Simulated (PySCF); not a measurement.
# C₅H₄BrO+: excited-state relaxation

Wanted: excited-state relaxation for C₅H₄BrO+ (`Brc1cc[o+]cc1`).

Programs: PySCF 2.14.0, with routines of our own; each step states its level. All values are computed. Atoms count from 0.

### 1 The starting structure

11 atoms, charge 1, multiplicity 1; geometry from: GFN2-xTB.

### 2 Geometry optimisation at PBE0/def2-SVP

Job settings and geometry (Å):

```
{"job": {"xc": "PBE0", "basis": "def2-SVP", "grid": 1, "kind": "geom"}, "charge": 1, "multiplicity": 1}
Br    -2.364143    -1.833841     0.050207
C     -0.893868    -0.692728     0.016860
C     -1.058776     0.705724     0.019210
C      0.064070     1.492844    -0.006004
O      1.276755     0.989443    -0.030664
C      1.461317    -0.310780    -0.032507
C      0.418813    -1.201600    -0.010696
H     -2.042052     1.150425     0.040851
H      0.036460     2.576647    -0.007202
H      2.503634    -0.608363    -0.052110
H      0.603214    -2.265102    -0.013909
```

Command:

```bash
> OMP_NUM_THREADS=1 python excited_run.py task.json out
```

The driver reads the jobs from task.json and runs them one after another.

Standard output:

```text
step   0  E = -2840.91076633  max force = 0.011421
step   1  E = -2840.90972257  max force = 0.005219
step   2  E = -2840.91138146  max force = 0.002196
step   3  E = -2840.91179054  max force = 0.003426
step   4  E = -2840.91178025  max force = 0.004263
step   5  E = -2840.91185073  max force = 0.002394
step   6  E = -2840.91187860  max force = 0.001501
step   7  E = -2840.91189549  max force = 0.000934
step   8  E = -2840.91189732  max force = 0.000310
optimisation converged
```

It took 38 s on 1 thread of Intel Xeon 6975P-C, shared host; peak memory 0.58 GiB.

Step by step: (the energy doesn't fall at every step)

| step | energy from step 0 (eV) | largest force component (eV/Å) |
| --- | --- | --- |
| 0 | 0.0000 | 0.5873 |
| 1 | 0.0284 | 0.2684 |
| 2 | -0.0167 | 0.1129 |
| 3 | -0.0279 | 0.1762 |
| 4 | -0.0276 | 0.2192 |
| 5 | -0.0295 | 0.1231 |
| 6 | -0.0303 | 0.0772 |
| 7 | -0.0307 | 0.0480 |
| 8 | -0.0308 | 0.0159 |

Close pairs (by a distance rule), those that changed most:

| bond | before (Å) | after (Å) | change (Å) |
| --- | --- | --- | --- |
| Br0–C1 | 1.861 | 1.835 | -0.026 |
| C2–H7 | 1.079 | 1.092 | +0.012 |
| C6–H10 | 1.079 | 1.092 | +0.012 |
| C3–O4 | 1.313 | 1.322 | +0.008 |
| C3–H8 | 1.084 | 1.092 | +0.008 |
| C5–H9 | 1.084 | 1.092 | +0.008 |
| O4–C5 | 1.313 | 1.321 | +0.008 |
| C5–C6 | 1.371 | 1.370 | -0.001 |

The end geometry stands in the next job.

```csv
at the end point,value
point group (found at 0.08 Å tolerance),C2v
"rotational constants (GHz, main isotopes)","5.946, 0.986, 0.846"
```

### 3 Excited-state relaxation: TDDFT PBE0/def2-SVP

Job settings and geometry (Å):

```
{"job": {"kind": "xopt", "state": "S1", "method": "TDDFT", "freq": false, "xc": "PBE0", "basis": "def2-SVP", "grid": 1}, "charge": 1, "multiplicity": 1}
Br    -2.147887    -1.680723    -1.165752
C     -0.818912    -0.639229    -0.446767
C     -1.048417     0.719728    -0.155412
C     -0.020327     1.449094     0.381397
O      1.160388     0.907308     0.623794
C      1.407559    -0.363796     0.360583
C      0.451320    -1.184768    -0.176601
H     -2.012254     1.196072    -0.344507
H     -0.066967     2.506265     0.652394
H      2.427377    -0.660503     0.615733
H      0.686144    -2.230643    -0.382932
```

Level: TDDFT PBE0/def2-SVP excited-state geometry optimisation, gas phase.

Standard output:

```text
final grid: 48304 points
cycle   1  E = -2840.8599419495  dE =  5.459e-01  |g| = 4.584e-01  |ddm| = 3.914e+00
cycle   2  E = -2840.8215265330  dE =  3.842e-02  |g| = 6.249e-01  |ddm| = 1.115e+00
cycle   3  E = -2840.9103072010  dE = -8.878e-02  |g| = 8.841e-02  |ddm| = 6.162e-01
cycle   4  E = -2840.9112033206  dE = -8.961e-04  |g| = 5.103e-02  |ddm| = 1.170e-01
cycle   5  E = -2840.9118459088  dE = -6.426e-04  |g| = 1.473e-02  |ddm| = 6.313e-02
cycle   6  E = -2840.9118961761  dE = -5.027e-05  |g| = 2.390e-03  |ddm| = 1.808e-02
cycle   7  E = -2840.9118970573  dE = -8.812e-07  |g| = 9.567e-04  |ddm| = 3.513e-03
cycle   8  E = -2840.9118973123  dE = -2.550e-07  |g| = 2.085e-04  |ddm| = 1.418e-03
cycle   9  E = -2840.9118973204  dE = -8.095e-09  |g| = 8.254e-05  |ddm| = 2.057e-04
cycle  10  E = -2840.9118973221  dE = -1.709e-09  |g| = 9.571e-06  |ddm| = 8.505e-05
cycle  11  E = -2840.9118973221  dE = -1.910e-11  |g| = 4.076e-06  |ddm| = 1.981e-05
converged SCF energy = -2840.9118973221

vertical S1 at the ground-state geometry: 4.0828 eV
step    E(state)/Eh    max force   excitation/eV  root
  0   -2840.76119502   0.052227     4.0493      1
  1   -2840.76371134   0.017764     3.8129      1
  2   -2840.76571442   0.007580     3.8033      1
  3   -2840.76466759   0.013538     3.8034      1
  4   -2840.76594060   0.004945     3.8024      1
  5   -2840.76615084   0.001985     3.8035      1
  6   -2840.76617480   0.001161     3.8079      1
  7   -2840.76620116   0.001183     3.8133      1
  8   -2840.76622273   0.001762     3.8203      1
  9   -2840.76623605   0.001293     3.8218      1
 10   -2840.76624198   0.000377     3.8228      1
optimisation converged
vertical emission 3.8228 eV, adiabatic 3.9635 eV, Stokes shift 0.2601 eV, reorganisation 0.1194 (excited) and 0.1407 eV (ground)
```

Run time: 1.9 min. Hardware: 1 thread of Intel Xeon 6975P-C, shared host; peak memory 0.94 GiB.

Key values:

```csv
quantity,value
"vertical absorption, S1",4.08 eV
"adiabatic energy, S1",3.96 eV
"vertical emission, S1",3.82 eV
"Stokes shift, S1",0.26 eV
"geometry moved (RMSD), S1",0.040 Å
```

Bonds of the start that changed most:

```csv
bond,start (Å),end (Å)
Br0–C1,1.835,1.927
O4–C5,1.321,1.349
C3–O4,1.321,1.348
C2–C3,1.370,1.366
C5–C6,1.370,1.366
C1–C2,1.409,1.406
```

### 4 Excited-state relaxation: UKS PBE0/def2-SVP

The job, as its differences from that of step 3:

```diff
@@ -1,2 +1,2 @@
-{"job": {"kind": "xopt", "state": "S1", "method": "TDDFT", "freq": false, "xc": "PBE0", "basis": "def2-SVP", "grid": 1}, "charge": 1, "multiplicity": 1}
+{"job": {"kind": "xopt", "state": "T1", "method": "UKS", "freq": false, "xc": "PBE0", "basis": "def2-SVP", "grid": 1}, "charge": 1, "multiplicity": 1}
 Br    -2.147887    -1.680723    -1.165752
```

Method: UKS PBE0/def2-SVP excited-state geometry optimisation, gas phase.

Standard output:

```text
final grid: 48304 points
cycle   1  E = -2840.8599419495  dE =  5.459e-01  |g| = 4.584e-01  |ddm| = 3.914e+00
cycle   2  E = -2840.8215265330  dE =  3.842e-02  |g| = 6.249e-01  |ddm| = 1.115e+00
cycle   3  E = -2840.9103072010  dE = -8.878e-02  |g| = 8.841e-02  |ddm| = 6.162e-01
cycle   4  E = -2840.9112033206  dE = -8.961e-04  |g| = 5.103e-02  |ddm| = 1.170e-01
cycle   5  E = -2840.9118459088  dE = -6.426e-04  |g| = 1.473e-02  |ddm| = 6.313e-02
cycle   6  E = -2840.9118961761  dE = -5.027e-05  |g| = 2.390e-03  |ddm| = 1.808e-02
cycle   7  E = -2840.9118970573  dE = -8.812e-07  |g| = 9.567e-04  |ddm| = 3.513e-03
cycle   8  E = -2840.9118973123  dE = -2.550e-07  |g| = 2.085e-04  |ddm| = 1.418e-03
cycle   9  E = -2840.9118973204  dE = -8.095e-09  |g| = 8.254e-05  |ddm| = 2.057e-04
cycle  10  E = -2840.9118973221  dE = -1.709e-09  |g| = 9.571e-06  |ddm| = 8.505e-05
cycle  11  E = -2840.9118973221  dE = -1.910e-11  |g| = 4.076e-06  |ddm| = 1.981e-05
converged SCF energy = -2840.9118973221

vertical T1 at the ground-state geometry: 3.5758 eV
step    E(state)/Eh    max force   <S^2>
  0   -2840.77868918   0.057658    2.0214
  1   -2840.78655252   0.010346    2.0220
  2   -2840.78684527   0.005963    2.0247
  3   -2840.78686362   0.004571    2.0271
  4   -2840.78697152   0.002432    2.0272
  5   -2840.78699623   0.001006    2.0276
  6   -2840.78699985   0.000665    2.0280
  7   -2840.78700348   0.000233    2.0280
optimisation converged
vertical emission 3.1471 eV, adiabatic 3.3985 eV, Stokes shift 0.4287 eV, reorganisation 0.1773 (excited) and 0.2514 eV (ground)
```

Run time: 75 s. Hardware: 1 thread of Intel Xeon 6975P-C, shared host; peak memory 0.69 GiB.

From this job:

| quantity | value |
| --- | --- |
| vertical gap at the ground-state geometry, T1 | 3.58 eV |
| adiabatic energy, T1 | 3.40 eV |
| vertical gap at the relaxed geometry, T1 | 3.15 eV |
| difference of the two gaps, T1 | 0.43 eV |
| geometry moved (RMSD), T1 | 0.044 Å |

Bonds of the start that changed most:

| bond | start (Å) | end (Å) |
| --- | --- | --- |
| O4–C5 | 1.321 | 1.416 |
| C1–C2 | 1.409 | 1.454 |
| C2–C3 | 1.370 | 1.404 |
| C5–C6 | 1.370 | 1.354 |
| C3–O4 | 1.321 | 1.306 |
| C6–C1 | 1.409 | 1.418 |

### 5 Summary of results

```
                                                                 quantity                 value
                                                              point group                   C2v
                                     rotational constants (main isotopes)  5.95, 0.99, 0.85 GHz
                    vertical absorption, S1 (step 3, TDDFT PBE0/def2-SVP)               4.08 eV
                       adiabatic energy, S1 (step 3, TDDFT PBE0/def2-SVP)               3.96 eV
                      vertical emission, S1 (step 3, TDDFT PBE0/def2-SVP)               3.82 eV
                           Stokes shift, S1 (step 3, TDDFT PBE0/def2-SVP)               0.26 eV
vertical gap at the ground-state geometry, T1 (step 4, UKS PBE0/def2-SVP)               3.58 eV
                         adiabatic energy, T1 (step 4, UKS PBE0/def2-SVP)               3.40 eV
     vertical gap at the relaxed geometry, T1 (step 4, UKS PBE0/def2-SVP)               3.15 eV
               difference of the two gaps, T1 (step 4, UKS PBE0/def2-SVP)               0.43 eV
```

What this shows: The optimisation took 8 steps and gained 0.031 eV; among the close pairs (by a distance rule), Br0–C1 changed most, from 1.861 to 1.835 Å. Steps that list no spin-orbit terms leave them out, which matters at and beside the heavy atoms. Where no frequencies were run, the relaxed excited state may be a saddle. In step 3 (excited-state relaxation), among the bonds Br0–C1 changes most, from 1.835 to 1.927 Å. In step 4 (excited-state relaxation), among the bonds O4–C5 changes most, from 1.321 to 1.416 Å. ΔSCF (UKS) and response values aren't on one footing and may follow different states, so their differences aren't method errors alone, and singlets and triplets from the two don't rank.
